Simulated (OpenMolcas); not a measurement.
**C2Cl3F3 (1,1,1-trichlorotrifluoroethane): HF/ANO-XS-VDZ (DKH2, RICD fitting, fitting threshold 0.0001)**

Aim: the vertical ionisation energy of C2Cl3F3 (1,1,1-trichlorotrifluoroethane) at HF/ANO-XS-VDZ (DKH2, RICD fitting, fitting threshold 0.0001), from 2 runs. 

The calculation is run with OpenMolcas 26.06.

### 1 The system as given

The species is C2Cl3F3 (8 atoms), meant as a singlet with charge 0. SMILES: `FC(F)(F)C(Cl)(Cl)Cl`. The coordinates come from a GFN2-xTB relaxation.

Bond lengths: F1–C2 1.331 Å, C2–F3 1.331 Å, C2–F4 1.331 Å, C2–C5 1.542 Å, C5–Cl6 1.771 Å, C5–Cl7 1.771 Å, C5–Cl8 1.769 Å. Some angles: F1–C2–F3 107.5°, F1–C2–F4 107.5°, F1–C2–C5 111.4°, F3–C2–F4 107.5°, F3–C2–C5 111.3°, F4–C2–C5 111.4°, C2–C5–Cl6 108.5°, C2–C5–Cl7 108.5°, C2–C5–Cl8 108.5°, Cl6–C5–Cl7 110.3°.

### 2 The energy at HF/ANO-XS-VDZ (DKH2, RICD fitting, fitting threshold 0.0001)

The input, input.xyz:

```xyz
8

F      0.576830    -1.686630    -0.102900
C      0.235510    -0.493670    -0.583990
F     -0.732360    -0.684430    -1.477500
F      1.289910    -0.006960    -1.233520
C     -0.219500     0.456900     0.542270
Cl    -0.652570     2.015460    -0.179200
Cl     1.121140     0.659500     1.681950
Cl    -1.618960    -0.260180     1.352880
```

The input, job.input:

```
* C2Cl3F3 Hartree-Fock
&GATEWAY
Coord
input.xyz
Basis
ANO-XS-VDZ
Group
NoSym
RICD
CDThreshold
0.0001
&SEWARD
Relativistic
R02E00
&SCF
PrOrbitals
0
```

Command:

```sh
export MOLCAS_MEM=1860
pymolcas job.input > job.log
```

What it wrote:

```text
--- Start Module: gateway ---
[...]
--- Stop Module: gateway /rc=_RC_ALL_IS_WELL_ ---
--- Start Module: seward ---
[...]
      Basis functions           84
--- Stop Module: seward /rc=_RC_ALL_IS_WELL_ ---
--- Start Module: scf ---
[...]
       Convergence after  11 Iterations
[...]
::    Total SCF energy                              -1756.7549879905
[...]
      Total spin, S                                     0.0000000000
[...]
      Total electronic charge=   90.000000
      Total            charge=   -0.000000
[...]
      Dipole Moment (debye):
      Origin of the operator (angstrom)=   -0.0994    0.2088    0.2469
                   X= -3.1388E-01               Y=  6.4219E-01               Z=  7.6891E-01           Total=  1.0498E+00
      Quadrupole Moment (debye*angstrom):
[...]
--- Stop Module: scf /rc=_RC_ALL_IS_WELL_ ---
[...]
```

It took 3.3 s on 1 thread of Arm Neoverse V1, shared host; peak memory 0.08 GiB.

### 3 The doublet cation

input.xyz is that of step 2.

The input, job.input:

```
&gateway
 coord=input.xyz
 basis=ANO-XS-VDZ
 group=NoSym
 ricd
 cdthreshold=0.0001

&seward
 relativistic=R02E00

&scf
 uhf
 charge=1
 spin=2
 prorbitals=0
```

Command:

```sh
export MOLCAS_MEM=1860
pymolcas job.input > job.log
```

What it wrote:

```text
--- Start Module: gateway ---
[...]
--- Stop Module: gateway /rc=_RC_ALL_IS_WELL_ ---
--- Start Module: seward ---
[...]
      Basis functions           84
--- Stop Module: seward /rc=_RC_ALL_IS_WELL_ ---
--- Start Module: scf ---
[...]
       Convergence after  57 Iterations
[...]
::    Total SCF energy                              -1756.3151414866
[...]
      Total spin, S                                     0.5033559953
[...]
      Total electronic charge=   89.000000
      Total            charge=    1.000000
[...]
      Dipole Moment (debye):
      Origin of the operator (angstrom)=   -0.0994    0.2088    0.2469
                   X= -2.0165E+00               Y=  5.6419E+00               Z=  1.1228E+00           Total=  6.0957E+00
      Center of Charge (angstrom)
[...]
--- Stop Module: scf /rc=_RC_ALL_IS_WELL_ ---
[...]
```

Wall time 15 s (1 thread of Arm Neoverse V1, shared host); peak memory 0.08 GiB.

### 4 What came out

Level: HF/ANO-XS-VDZ (DKH2, RICD fitting, fitting threshold 0.0001).

```
                                          quantity           value
                     singlet C2Cl3F3: total energy  -1756.75499 Eh
                    singlet C2Cl3F3: dipole moment          1.05 D
                      singlet C2Cl3F3: HOMO energy       -13.13 eV
                      singlet C2Cl3F3: LUMO energy         3.07 eV
                    singlet C2Cl3F3: HOMO–LUMO gap        16.20 eV
                      doublet cation: total energy  -1756.31514 Eh
doublet cation: HOMO energy (highest over α and β)       -18.78 eV
 doublet cation: LUMO energy (lowest over α and β)       -10.46 eV
                              doublet cation: ⟨S²⟩           0.757
vertical ionisation energy (to the doublet cation)       11.969 eV
```

In words: Removing an electron at fixed nuclei costs 11.97 eV (276 kcal/mol). The negative HOMO energy of the first species, 13.13 eV, lies 1.16 eV above that difference. Mulliken charges (singlet C2Cl3F3) run from -0.68 on C5 to +1.12 on C2. Mulliken charges (doublet cation) run from -0.85 on C5 to +1.15 on C2.
